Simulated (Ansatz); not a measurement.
I need a single point in a Gaussian basis of B₂FH₃N, SMILES [BH]NBF. Use the Python package of Ansatz (0.2.0). Settings: PBE0, STO-3G basis, multiplicity 2.

`b2fh3n.xyz`
```text
7

B     1.46330   -0.12700   -0.47910
N     0.08240   -0.76650   -0.42080
B    -0.91630    0.31340   -0.02370
F    -1.26740    1.35860   -0.95870
H     1.93580    0.38580    0.47700
H     0.11100   -1.46680    0.35410
H    -1.40870    0.30270    1.05120
```

Script `energy_b2fh3n.py`:
```python
"""Single point of B2FH3N."""

import sys

import ansatz as az

geometry = az.Crystal.molecule_from_extxyz("b2fh3n.xyz")

setup = geometry.calculation().basis(gaussian="STO-3G").functional("pbe0").spin("collinear", total=1)
try:
    data = setup.run().report
except az.AnsatzError as error:
    sys.exit(f"{type(error).__name__}: {error}")

print(f"E = {data['free_energy_ev']:.6f} eV = {data['free_energy_ev'] / 27.211386246:.7f} Ha")
print("converged:", data["converged"], " doubts:", data["published_state_doubts"] or "none")
```

```console
$ python energy_b2fh3n.py
E = -5525.331872 eV = -203.0522011 Ha
converged: True  doubts: none
```

Caveats:
- The settings weren't tested for convergence.
- The geometry is a force-field or estimated start, not a minimum of this method, and the basis set is short of its limit.
- The species is open-shell (spin multiplicity 2).
- Hardware and time: 1.4 s on 1 thread of Arm Neoverse V2 (shared host), peak memory 0.15 GiB.

(A comment or docstring line of the script was reworded after the run, the code is as it ran; lines on the test bed's own set-up are left out of the output.)
